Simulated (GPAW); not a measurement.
The system is HfIn4SiO6.

```
CELL_PARAMETERS angstrom
2.71585 -4.70357 0.00833
2.71585 4.70357 0.00833
-1.87915 0.00000 7.40127
ATOMIC_POSITIONS crystal
Hf 0.78835 0.21165 0.00000
In 0.62175 0.37825 0.50000
In 0.45502 0.54498 0.00000
In 0.28407 0.71593 0.50000
In 0.95814 0.04186 0.50000
Si 0.12168 0.87832 0.00000
O 0.06219 0.11415 0.86666
O 0.88585 0.93781 0.13334
O 0.79490 0.53784 0.86663
O 0.46216 0.20510 0.13337
O 0.15352 0.62879 0.13333
O 0.37121 0.84648 0.86667
```

The cell was built by a generator and needn't be a form met in nature.

| Quantity | Value |
| --- | --- |
| Program | GPAW 26.7.0 |
| Task | relaxation of cell and atoms |
| Functional | PBE |
| Dispersion | D3(BJ) |
| Potentials or basis | GPAW PAW data sets (gpaw-data 1.2.1) |
| Cutoff | 800 eV |
| Basis | pw |
| k mesh | 3 × 3 × 2 |
| Occupations | fermi-dirac, width 0.05 eV |
| Spin | no spin polarisation |

At the start: pressure -2.1 GPa; volume 15.77 Å³/atom.

**Question.** How do energy, volume and symmetry change on relaxing?

**Answer.** Over 20 steps the energy falls by 4.0 meV/atom and the volume is 15.40 Å³/atom (-2.3 %); space group C2 (No. 5, to 0.05 Å).

The path:
```csv
step,energy change (eV),largest force (eV/Å),pressure (GPa),volume (Å³)
1,0.0000,0.2552,-2.11,189.24
2,-0.0058,0.2568,-2.03,189.10
3,-0.0316,0.2187,-1.05,187.62
4,-0.0347,0.1436,-1.14,187.71
5,-0.0394,0.0730,-1.04,187.49
6,-0.0427,0.0713,-0.74,186.93
7,-0.0437,0.0742,-0.53,186.55
8,-0.0445,0.0999,-0.36,186.21
9,-0.0453,0.1016,-0.22,185.86
10,-0.0460,0.0764,-0.15,185.62
11,-0.0465,0.0517,-0.13,185.49
12,-0.0469,0.0491,-0.10,185.37
13,-0.0474,0.0376,-0.04,185.20
14,-0.0476,0.0451,0.05,185.03
15,-0.0477,0.0361,0.12,184.93
16,-0.0479,0.0224,0.16,184.86
17,-0.0480,0.0263,0.18,184.81
18,-0.0482,0.0281,0.18,184.77
19,-0.0484,0.0272,0.12,184.79
20,-0.0485,0.0173,0.04,184.84
```

Final structure:
```
CELL_PARAMETERS angstrom
2.69889 -4.67699 0.00902
2.69889 4.67699 0.00902
-1.86527 0.00000 7.31570
ATOMIC_POSITIONS crystal
Hf 0.78837 0.21163 0.00000
In 0.62758 0.37242 0.50000
In 0.45490 0.54510 0.00000
In 0.27758 0.72242 0.50000
In 0.95968 0.04032 0.50000
Si 0.12161 0.87839 0.00000
O 0.06342 0.11585 0.86509
O 0.88415 0.93658 0.13491
O 0.79228 0.53711 0.86506
O 0.46289 0.20772 0.13494
O 0.15550 0.62914 0.13485
O 0.37086 0.84450 0.86515
```

Caveat: the k mesh is coarse (spacing up to 0.46 Å⁻¹), so the values aren't converged; later steps reuse the first step's grids; pairwise dispersion overbinds metals, which lowers pressure and volume.
